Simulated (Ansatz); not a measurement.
**WS2: the band gap up the ladder of functionals**

An exercise on one series of results from a longer session: the logs are not shown, and one member is left open.

Code: Ansatz 0.2.0. PAW datasets, plane waves. The values are computed, spin-unpolarised, and not measurements.

## The structure to begin with

The cell was relaxed beforehand with r2SCAN+rVV10.

Space group P6_3/mmc (No. 194), hexagonal; conventional cell a = 3.170 Å, c = 12.491 Å, 18.12 Å³ an atom. W has 6 S at 2.41 Å; S has 3 W at 2.41 Å.

As a file:

Space group P6_3/mmc (No. 194). a = 3.170 Å, b = 3.170 Å, c = 12.491 Å, α = 90.00°, β = 90.00°, γ = 120.00°
```csv
atom,site,symmetry,x,y,z
W,2c,-6m2,0.3333,0.6667,0.2500
S,4f,3m.,0.6667,0.3333,0.3751
```

Set-up of the first run:

File input.yaml:

```yaml
crystal:
  lattice:
    - [3.1699463305, 0.0, 0.0]
    - [-1.5849731653, 2.7452540509, 0.0]
    - [0.0, 0.0, 12.4910703517]
  atoms:
    - { symbol: W, position: [0.3333333333, 0.6666666667, 0.25] }
    - { symbol: W, position: [0.6666666667, 0.3333333333, 0.75] }
    - { symbol: S, position: [0.6666666667, 0.3333333333, 0.3751079157] }
    - { symbol: S, position: [0.6666666667, 0.3333333333, 0.1248920843] }
    - { symbol: S, position: [0.3333333333, 0.6666666667, 0.8751079157] }
    - { symbol: S, position: [0.3333333333, 0.6666666667, 0.6248920843] }
kpoints:
  mp_grid: { grid: [12, 12, 2] }
  band_path:
    path:
      - [[0.0, 0.0, 0.0], [0.5, 7.060671805829e-17, 1.398386158215e-34], [0.3333333333333, 0.3333333333333, 9.322574387999e-35], [0.0, 0.0, 0.0], [-9.520232792526e-53, -5.871971796839e-53, 0.5], [0.5, 7.060671805829e-17, 0.5], [0.3333333333333, 0.3333333333333, 0.5], [-9.520232792526e-53, -5.871971796839e-53, 0.5]]
      - [[0.5, 7.060671805829e-17, 0.5], [0.5, 7.060671805829e-17, 1.398386158215e-34]]
      - [[0.3333333333333, 0.3333333333333, 0.5], [0.3333333333333, 0.3333333333333, 9.322574387999e-35]]
    npoints: 10
hamiltonian:
  xc: pbe
scf:
  occupations: { method: fermi_dirac, width: 0.02 }
  n_extra_bands: 5
output:
  forces: true
  stress: true
  eigenvalues: true
  write_density: true
  write_potential: true
  elf: true
  volumetric_format: npy
```

On the command line:

```bash
ansatz run input.yaml --threads 2 --pin off --max-ram 20275MiB --backend cpu --events-out ev --progress --plain --runs-dir out
```

Steps of the session up to this table: PBE bands along the symmetry lines; r2SCAN at the same geometry; HSE06 at the same geometry; Single point with PBE+SOC; PBE0 at the same geometry.

One table of the session follows, with a row left open; its other results are not shown here.

| level | gap (eV) |
| --- | --- |
| PBE | 1.05 |
| r2SCAN | 1.15 |
| HSE06 | 1.57 |
| PBE+SOC | 0.99 |
| PBE0 | ? |

Estimate the missing values for PBE0.

The run gave: gap (eV): 2.23. In the column «gap (eV)» it is the highest.

Meshes: PBE 12×12×2, r2SCAN 12×12×2, HSE06 6×6×2, PBE+SOC 12×12×2, PBE0 6×6×2

PBE reaches 67 % of the HSE06 value, and r2SCAN 73 %. PBE0 lies 0.66 eV above HSE06, which differs from it by screening the long-range exchange.

Limits of these values: Warnings in the runs' records: stress scf threshold loose, stress exchange threshold loose.
